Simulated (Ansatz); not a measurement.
Ir₃Os, space group Pm-3m, a supercell folding check

Program: the Python package of Ansatz (0.2.0).

The script, `ir3os_fold.py`:
```python
import warnings

import ansatz as az
import pandas as pd


def main() -> None:
    warnings.simplefilter("ignore", az.DeckWarning)

    xtal = (
        az.Lattice.of((3.848074, 0.0, 0.0), (0.0, 3.848074, 0.0), (0.0, 0.0, 3.848074))
        .atom("Os", (0.0, 0.0, 0.0))
        .atom("Ir", (0.0, 0.5, 0.5))
        .atom("Ir", (0.5, 0.5, 0.0))
        .atom("Ir", (0.5, 0.0, 0.5))
    )

    mesh = (4, 4, 4)
    rows = []
    for repeats in [(1, 1, 1), (2, 1, 1)]:
        job = xtal.supercell(*repeats).calculation()
        job = job.occupations("Marzari-Vanderbilt", width=0.1)
        job = job.basis(420).functional(az.Functional.LDA)
        job = job.kpoints(*(k // n for k, n in zip(mesh, repeats)))
        rep = job.run(threads=1, pin="off").report
        n = len(rep["lattice"]["sites"])
        rows.append((repeats, n, rep["free_energy_ev"] / n, rep["fermi_energy_ev"], rep["n_kpoints"], rep["n_symmetry_ops"]))
    print(pd.DataFrame(rows, columns=["repeats", "atoms", "F/atom eV", "Fermi level eV", "k-points", "symmetry operations"]).round(4).to_string(index=False))


if __name__ == "__main__":
    main()
```

```console
$ python ir3os_fold.py
  repeats  atoms   F/atom eV  Fermi level eV  k-points  symmetry operations
(1, 1, 1)      4 -11527.0779         25.4709        10                   48
(2, 1, 1)      8 -11527.0779         25.4709        12                   32
```

What to keep in mind:
- Total energies depend on the potentials; only differences at equal settings carry meaning.
- The mesh is modest for a metal, so energies can be off by several to tens of meV an atom and pressures by half a GPa or more; differences at equal mesh fare better.
- Spin-orbit coupling, which matters for elements this heavy, is left out.
- This cell is a computed structure, which may not be the phase found in nature.
- The count of operations in a supercell holds its pure translations too, and an uneven repeat can lower the point group.
- Timing: 7 s on 1 thread of Arm Neoverse V1 (shared host), peak memory 0.51 GiB.
